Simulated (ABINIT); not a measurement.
Crystal: AgB.

```
Ag B
1.0
     3.00598    0.00000    0.00000
     0.00000    3.00598    0.00000
     0.00000    0.00000    3.00598
Ag B
1 1
Cartesian
  0.0000 0.0000 0.0000
  1.5030 1.5030 1.5030
```

The cell was built by a generator and needn't be a form met in nature.

* Program: ABINIT 10.8.3 (patched build)
* Task: relaxation of cell and atoms
* Functional: PBE
* Potentials or basis: JTH PAW PBE v2.0
* Cutoff: 463 eV
* k mesh: 9 × 9 × 9
* Occupations: fermi-dirac, width 0.05 eV
* Spin: no spin polarisation

At the start: pressure -9.4 GPa; volume 13.58 Å³/atom.

Task: How do energy, volume and symmetry change on relaxing?

Result: Over 5 steps the energy falls by 42.2 meV/atom and the volume is 12.31 Å³/atom (-9.4 %); space group Pm-3m (No. 221, to 0.05 Å).

Step by step:
```csv
step,energy change (eV),largest force (eV/Å),pressure (GPa),volume (Å³)
1,0.0000,0.0000,-9.44,27.16
2,-0.0408,0.0000,-7.26,26.38
3,-0.0811,0.0000,2.45,24.17
4,-0.0843,0.0000,-0.38,24.68
5,-0.0843,0.0000,-0.01,24.61
```

Final structure:
```
CELL_PARAMETERS angstrom
2.90893 0.00000 0.00000
0.00000 2.90893 0.00000
0.00000 0.00000 2.90893
ATOMIC_POSITIONS crystal
Ag 0.00000 0.00000 0.00000
B 0.50000 0.50000 0.50000
```
